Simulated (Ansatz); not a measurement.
# RuTe: the cost of one run

Program: Ansatz 0.2.0. Level of theory: DFT PBEsol+U (U_eff = 7 eV on Ru d), plane waves, PAW. These are calculated values, not measurements.

3 further runs of the same task are left out: 3 that didn't finish. Runs told in other sessions of the task aren't counted.

## Step 1: The starting structure

It takes space group P4_2/mmc (No. 131, tetragonal). The conventional cell has a = 4.579 Å, b = 4.579 Å, c = 5.701 Å, α = 90.00°, β = 90.00°, γ = 90.00°. Ru (site symmetry mmm) has 4 Te at 2.70 Å in its first shell of neighbours. Around Te (site symmetry -4m2) lie 4 Ru at 2.70 Å and 2 Te at 2.85 Å.

As a file:

```cif
data_structure
_symmetry_space_group_name_H-M 'P 1'
_symmetry_Int_Tables_number 1
_cell_length_a 4.5788
_cell_length_b 4.5788
_cell_length_c 5.7006
_cell_angle_alpha 90.000
_cell_angle_beta 90.000
_cell_angle_gamma 90.000
_cell_volume 119.52
loop_
_atom_site_label
_atom_site_type_symbol
_atom_site_fract_x
_atom_site_fract_y
_atom_site_fract_z
_atom_site_occupancy
Ru1 Ru 0.00000 0.50000 0.00000 1
Ru2 Ru 0.50000 0.00000 0.50000 1
Te1 Te 0.00000 0.00000 0.25000 1
Te2 Te 0.00000 0.00000 0.75000 1
```

An earlier series on this cell reached its lowest free state from «antiferromagnetic start, free», perhaps among other starts.

## Step 2: Antiferromagnetic site moments held at first, then free

Input file input.yaml:

```yaml
crystal:
  lattice:
    - [4.5788006, 0.0, 0.0]
    - [0.0, 4.5788006, 0.0]
    - [0.0, 0.0, 5.70061747]
  atoms:
    - { symbol: Ru, position: [0.0, 0.5, 0.0], spin: 2.02 }
    - { symbol: Ru, position: [0.5, 0.0, 0.5], spin: -2.02 }
    - { symbol: Te, position: [0.0, 0.0, 0.25] }
    - { symbol: Te, position: [0.0, 0.0, 0.75] }
basis:
  ecutwfc: 420
  ecutrho_ratio: 4
kpoints:
  mp_grid: { grid: [4, 4, 4] }
hamiltonian:
  xc: pbesol
  hubbard:
    sites:
      - { site: 0, l: d, u_eff: 7.0, starting_ns: [{ spin: up, occupation_matrix: s0up }, { spin: down, occupation_matrix: s0down }] }
      - { site: 1, l: d, u_eff: 7.0, starting_ns: [{ spin: up, occupation_matrix: s1up }, { spin: down, occupation_matrix: s1down }] }
    occupation_matrices:
      s0up:
        matrix:
          - [0.97, 0.0, 0.0, 0.0, 0.0]
          - [0.0, 0.97, 0.0, 0.0, 0.0]
          - [0.0, 0.0, 0.97, 0.0, 0.0]
          - [0.0, 0.0, 0.0, 0.97, 0.0]
          - [0.0, 0.0, 0.0, 0.0, 0.97]
      s0down:
        matrix:
          - [0.02, 0.0, 0.0, 0.0, 0.0]
          - [0.0, 0.02, 0.0, 0.0, 0.0]
          - [0.0, 0.0, 0.02, 0.0, 0.0]
          - [0.0, 0.0, 0.0, 0.02, 0.0]
          - [0.0, 0.0, 0.0, 0.0, 0.97]
      s1up:
        matrix:
          - [0.02, 0.0, 0.0, 0.0, 0.0]
          - [0.0, 0.02, 0.0, 0.0, 0.0]
          - [0.0, 0.0, 0.02, 0.0, 0.0]
          - [0.0, 0.0, 0.0, 0.02, 0.0]
          - [0.0, 0.0, 0.0, 0.0, 0.97]
      s1down:
        matrix:
          - [0.97, 0.0, 0.0, 0.0, 0.0]
          - [0.0, 0.97, 0.0, 0.0, 0.0]
          - [0.0, 0.0, 0.97, 0.0, 0.0]
          - [0.0, 0.0, 0.0, 0.97, 0.0]
          - [0.0, 0.0, 0.0, 0.0, 0.97]
    ns_hold: { iters: 8 }
scf:
  occupations: { method: gaussian, width: 0.05 }
  lower_state_search: "off"
  max_iter: 150
output:
  forces: true
  stress: true
  eigenvalues: true
  populations: true
  hubbard: { sites: [{ site: 0, l: d }, { site: 1, l: d }] }
magnetization:
  spin_polarized: true
  spin_locking: { lock_spins: true, n_iters: 12 }
```

The typed matrices put 0.97 on the chosen orbitals and 0.02 on the others, and are held for 8 cycles. The lock is temporary (n_iters 12) and is released on the way.

On the command line:

```
$ ansatz run input.yaml --threads 2 --pin off --max-ram 3072MiB --backend cpu --events-out ev --progress --plain --runs-dir out
```

**Question.** How long does this run take on 2 threads of Arm Neoverse V2, shared host, and how much memory does it need?

About 22 s, with a peak of 0.57 GiB.
